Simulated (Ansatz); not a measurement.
Born–Oppenheimer molecular dynamics of a periodic cell of 22 atoms, CdB₂H₈ (host CdB2H8, host structure P4_2nm). It starts from an unrelaxed structure (largest force component 0.16 eV/Å).

Method: Ansatz, DFT LDA, scalar-relativistic, plane waves, PAW. Settings: accuracy low, cutoff 420 eV, k mesh 2x2x2, fermi-dirac smearing 0.05 eV, no spin polarisation.

```json
{"ensemble": "NVT, Langevin thermostat", "time step": "0.5 fs", "steps asked": "400", "set temperature": "700 K", "friction": "0.05 /fs", "seed": "346561"}
```

Frames 10 fs apart, positions in Å.

Velocities at 75.0 fs (Å/ps):

```
Cd 1.15 -3.28 0.04
Cd 3.49 -0.74 -2.32
B 6.80 -3.94 -2.61
B -0.54 -2.24 0.41
B -5.22 -3.12 -0.68
B -1.61 2.04 0.44
H 10.27 -47.09 -1.68
H -8.54 -5.57 1.01
H 52.38 1.09 -14.20
H -0.36 -57.40 -26.36
H -13.73 10.97 10.66
H 10.12 -34.13 24.41
H -5.33 25.43 9.24
H -29.90 -15.79 -11.70
H -7.62 -11.59 -7.78
H -24.74 -8.17 -17.45
H -29.49 -30.49 -46.22
H 13.99 10.50 31.50
H 5.08 3.77 38.01
H 26.01 -25.90 -8.91
H -32.83 36.84 38.94
H -25.14 -8.30 22.46
```

```xyz
22
Lattice="5.9234 0.0000 0.0000 0.0000 5.9234 0.0000 0.0000 0.0000 6.2339" Properties=species:S:1:pos:R:3 time_fs=75.0 energy_less_start_eV=1.341 T=604
Cd 2.955 2.868 3.114
Cd 0.102 -0.002 6.146
B 1.391 4.393 4.627
B 4.247 1.396 4.989
B 4.558 4.536 1.883
B 1.578 1.575 1.539
H 0.155 4.004 4.913
H 4.953 2.383 5.231
H 3.295 4.410 1.757
H 2.519 0.921 1.885
H 1.886 5.478 5.221
H 4.137 0.532 6.137
H 5.108 3.930 2.717
H 1.394 2.837 1.595
H 2.127 3.649 5.333
H 3.132 1.778 5.213
H 4.911 5.662 2.191
H 0.546 1.223 2.171
H 1.514 4.765 3.426
H 4.612 0.645 4.094
H 4.803 4.104 0.757
H 1.753 1.429 0.259
22
Lattice="5.9234 0.0000 0.0000 0.0000 5.9234 0.0000 0.0000 0.0000 6.2339" Properties=species:S:1:pos:R:3 time_fs=85.0 energy_less_start_eV=1.583 T=607
Cd 2.963 2.834 3.118
Cd 0.129 -0.011 6.120
B 1.444 4.394 4.688
B 4.224 1.417 5.035
B 4.527 4.574 1.829
B 1.499 1.546 1.570
H 0.396 3.888 4.907
H 4.874 2.438 5.332
H 3.193 4.393 1.685
H 2.435 0.843 1.817
H 1.753 5.525 5.205
H 4.303 0.632 5.888
H 5.059 3.935 2.841
H 1.191 2.741 1.563
H 2.201 3.551 5.057
H 3.064 1.500 5.054
H 4.544 5.923 1.853
H 0.497 1.256 2.180
H 1.395 4.832 3.494
H 4.542 0.896 3.980
H 4.868 4.132 0.610
H 1.440 1.441 0.261
22
Lattice="5.9234 0.0000 0.0000 0.0000 5.9234 0.0000 0.0000 0.0000 6.2339" Properties=species:S:1:pos:R:3 time_fs=95.0 energy_less_start_eV=1.620 T=651
Cd 2.964 2.838 3.110
Cd 0.132 -0.019 6.119
B 1.464 4.427 4.638
B 4.187 1.483 5.038
B 4.429 4.580 1.713
B 1.395 1.558 1.637
H 0.397 4.057 4.991
H 4.632 2.516 5.346
H 3.246 4.388 1.696
H 2.673 1.222 2.038
H 1.950 5.371 5.264
H 4.296 0.443 5.998
H 4.900 4.047 2.691
H 1.368 2.780 1.717
H 2.538 3.563 4.741
H 2.982 1.269 4.939
H 4.201 5.748 1.788
H 0.542 0.886 2.185
H 1.341 4.800 3.533
H 4.637 1.261 3.827
H 5.038 4.051 0.843
H 1.299 1.609 0.391
22
Lattice="5.9234 0.0000 0.0000 0.0000 5.9234 0.0000 0.0000 0.0000 6.2339" Properties=species:S:1:pos:R:3 time_fs=105.0 energy_less_start_eV=1.526 T=763
Cd 2.974 2.868 3.076
Cd 0.126 -0.012 6.102
B 1.484 4.442 4.505
B 4.204 1.551 4.953
B 4.390 4.518 1.662
B 1.325 1.604 1.630
H 0.414 3.973 5.075
H 4.352 2.682 5.469
H 3.171 4.005 1.441
H 2.479 1.371 1.806
H 1.917 5.444 5.236
H 4.308 0.632 5.580
H 4.814 4.285 2.729
H 1.052 2.857 2.020
H 2.392 3.720 4.880
H 2.958 1.302 4.981
H 4.307 5.662 1.969
H 0.730 0.747 2.317
H 1.271 4.832 3.452
H 4.827 1.343 3.877
H 5.072 4.013 0.894
H 1.502 1.680 0.342
22
Lattice="5.9234 0.0000 0.0000 0.0000 5.9234 0.0000 0.0000 0.0000 6.2339" Properties=species:S:1:pos:R:3 time_fs=115.0 energy_less_start_eV=2.023 T=664
Cd 2.985 2.894 3.056
Cd 0.121 -0.010 6.097
B 1.434 4.438 4.473
B 4.177 1.597 4.777
B 4.361 4.444 1.683
B 1.268 1.724 1.672
H 0.644 3.706 4.832
H 4.190 2.538 5.676
H 3.361 4.077 0.931
H 2.591 1.599 1.757
H 1.907 5.474 5.193
H 4.284 0.438 5.557
H 4.687 4.001 2.937
H 0.504 2.636 1.982
H 2.286 3.614 4.748
H 2.921 1.447 4.635
H 4.348 5.733 1.841
H 0.691 0.705 2.024
H 1.355 4.895 3.261
H 4.698 1.412 3.786
H 5.473 4.018 0.850
H 1.472 1.498 0.489
22
Lattice="5.9234 0.0000 0.0000 0.0000 5.9234 0.0000 0.0000 0.0000 6.2339" Properties=species:S:1:pos:R:3 time_fs=125.0 energy_less_start_eV=1.435 T=759
Cd 2.991 2.933 3.062
Cd 0.129 -0.012 6.087
B 1.451 4.439 4.463
B 4.120 1.528 4.770
B 4.431 4.414 1.673
B 1.231 1.698 1.676
H 0.426 3.916 4.822
H 4.522 2.487 5.457
H 3.577 3.897 1.039
H 2.585 1.751 1.778
H 1.839 5.403 5.207
H 4.022 0.659 5.578
H 4.623 3.971 2.765
H 0.643 2.727 1.992
H 2.381 3.739 4.913
H 3.009 1.311 4.320
H 4.277 5.729 1.720
H 0.996 0.688 2.324
H 1.408 4.555 3.178
H 4.904 1.608 3.708
H 5.427 3.963 1.240
H 1.299 1.656 0.363
22
Lattice="5.9234 0.0000 0.0000 0.0000 5.9234 0.0000 0.0000 0.0000 6.2339" Properties=species:S:1:pos:R:3 time_fs=135.0 energy_less_start_eV=1.471 T=752
Cd 2.991 2.985 3.084
Cd 0.136 0.000 6.074
B 1.517 4.401 4.447
B 4.117 1.493 4.787
B 4.431 4.383 1.571
B 1.296 1.651 1.708
H 0.315 4.086 4.876
H 4.489 2.586 5.061
H 3.586 3.849 1.021
H 2.421 1.656 1.449
H 1.822 5.590 5.018
H 4.133 0.555 5.642
H 4.546 4.193 2.839
H 0.810 2.651 2.204
H 2.348 3.790 5.067
H 3.013 1.157 4.101
H 4.124 5.578 1.680
H 0.845 0.761 2.439
H 1.585 4.941 3.438
H 5.040 1.183 3.895
H 5.563 3.939 1.415
H 0.632 1.786 0.536
22
Lattice="5.9234 0.0000 0.0000 0.0000 5.9234 0.0000 0.0000 0.0000 6.2339" Properties=species:S:1:pos:R:3 time_fs=145.0 energy_less_start_eV=1.470 T=795
Cd 2.991 3.032 3.108
Cd 0.139 0.034 6.063
B 1.541 4.439 4.590
B 4.183 1.388 4.706
B 4.425 4.422 1.494
B 1.295 1.610 1.756
H 0.382 3.956 4.701
H 4.278 2.683 4.969
H 3.626 3.745 0.604
H 2.445 1.633 1.189
H 1.989 5.409 5.262
H 4.091 0.654 5.810
H 4.528 4.063 2.792
H 1.093 2.655 2.385
H 2.336 3.583 5.068
H 3.090 0.965 4.264
H 4.217 5.618 1.423
H 0.838 0.695 2.422
H 1.816 5.082 3.470
H 4.858 0.958 3.889
H 5.737 4.455 1.102
H 0.590 1.820 0.750
22
Lattice="5.9234 0.0000 0.0000 0.0000 5.9234 0.0000 0.0000 0.0000 6.2339" Properties=species:S:1:pos:R:3 time_fs=155.0 energy_less_start_eV=1.537 T=879
Cd 2.993 3.058 3.116
Cd 0.145 0.080 6.053
B 1.592 4.498 4.720
B 4.229 1.202 4.609
B 4.431 4.520 1.489
B 1.346 1.533 1.695
H 0.502 4.082 4.601
H 4.279 2.444 4.820
H 3.992 3.607 0.686
H 2.533 1.220 1.359
H 1.826 5.134 5.840
H 4.123 1.070 5.847
H 4.723 4.176 2.527
H 1.054 2.565 2.409
H 2.116 3.390 5.070
H 3.109 0.839 4.547
H 3.894 5.646 1.438
H 1.160 0.568 2.403
H 1.981 4.819 3.560
H 5.239 0.976 3.859
H 5.519 4.551 1.169
H 0.646 1.930 0.671
22
Lattice="5.9234 0.0000 0.0000 0.0000 5.9234 0.0000 0.0000 0.0000 6.2339" Properties=species:S:1:pos:R:3 time_fs=165.0 energy_less_start_eV=1.855 T=783
Cd 3.014 3.050 3.132
Cd 0.137 0.124 6.024
B 1.587 4.571 4.798
B 4.316 1.065 4.424
B 4.385 4.566 1.463
B 1.474 1.460 1.601
H 0.412 4.177 4.704
H 4.230 2.402 4.410
H 4.007 3.681 0.862
H 2.607 1.427 1.338
H 2.042 5.234 5.677
H 4.642 1.279 5.700
H 5.041 4.269 2.701
H 0.955 2.374 2.267
H 2.075 3.496 5.208
H 3.261 0.521 4.380
H 3.566 5.431 1.361
H 0.912 0.572 2.390
H 1.895 5.058 3.762
H 5.491 0.873 3.920
H 5.727 4.793 1.099
H 0.751 1.707 0.573
```

Of the whole run (200 fs, mean temperature of the second half 748 K): A run of 0.2 ps of so small a system gives no equilibrium averages. Limits of this set-up: coarse k mesh, low accuracy level.

Time of the run: 8.6 min on 1 thread of Intel(R) Xeon(R) 6975P-C (Granite Rapids), with other jobs on the host, peak memory 0.54 GiB.
